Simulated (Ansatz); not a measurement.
# CH₂BrClO: small, medium and large basis sets

One table from this session's results is given with a row withheld; the runs are named, their logs left out.

Computed with Ansatz 0.2.0, Gaussian basis. Level: one geometry, several basis sets.

The runs, in order: PBE0-D4/def2-SVP; ωB97M-V/def2-SVP; PBE0-D4/def2-QZVPP; ωB97M-V/def2-QZVPP; the functionals' def2-TZVPP values are taken from earlier runs.

### The relaxed structure

All runs share one geometry, relaxed beforehand with PBE0-D4 in a triple-zeta def2 set.

SMILES `OC(Cl)Br`, 6 atoms, charge 0, spin multiplicity 1.

Atoms are counted from 1 here; the program's logs count them from 0.

Bond lengths: O1–C2 1.348 Å, O1–H5 0.965 Å, C2–Cl3 1.781 Å, C2–Br4 1.968 Å, C2–H6 1.085 Å. Angles: C2–O1–H5 109.7°, O1–C2–Cl3 112.9°, O1–C2–Br4 112.3°, O1–C2–H6 109.1°, Cl3–C2–Br4 108.8°, Cl3–C2–H6 107.7°, Br4–C2–H6 105.7°.

Set-up of the first run:

Contents of in.yaml:

```yaml
crystal:
  periodic: [false, false, false]
  atoms:
    - {symbol: O, position_ang: [0.586119, 0.968760, 0.270811]}
    - {symbol: C, position_ang: [-0.157823, -0.154779, 0.235525]}
    - {symbol: Cl, position_ang: [0.815151, -1.620726, -0.043151]}
    - {symbol: Br, position_ang: [-1.578179, -0.066833, -1.123914]}
    - {symbol: H, position_ang: [1.044042, 1.082341, -0.571149]}
    - {symbol: H, position_ang: [-0.667210, -0.272762, 1.185777]}
basis:
  gaussian: {orbitals: def2-SVP}
hamiltonian: {xc: pbe0, dispersion: d4}
output: {orbitals: {seedname: orbitals}}
```

Launch:

```console
> ansatz run in.yaml --threads 2 --pin off --events-out ev --progress --plain --max-ram 4352MiB
```

Among the steps run: PBE0-D4 in def2-SVP; ωB97M-V in def2-SVP; PBE0-D4 in def2-QZVPP; ωB97M-V in def2-QZVPP.

One of the session's tables, all rows but one given; the rest of the session is left out.

It belongs to the step «Functionals by basis». 

| functional | basis | HOMO (eV) |
| --- | --- | --- |
| PBE0-D4 | def2-SVP | -8.08 |
| PBE0-D4 | def2-TZVPP | -8.25 |
| PBE0-D4 | def2-QZVPP | -8.29 |
| ωB97M-V | def2-SVP | -10.30 |
| ωB97M-V | def2-TZVPP | ? |
| ωB97M-V | def2-QZVPP | -10.55 |

**Question.** Estimate the row for ωB97M-V, def2-TZVPP.

**Answer.** HOMO (eV): -10.50. In the column «HOMO (eV)» it lies between ωB97M-V, def2-QZVPP (-10.55) and ωB97M-V, def2-SVP (-10.30).
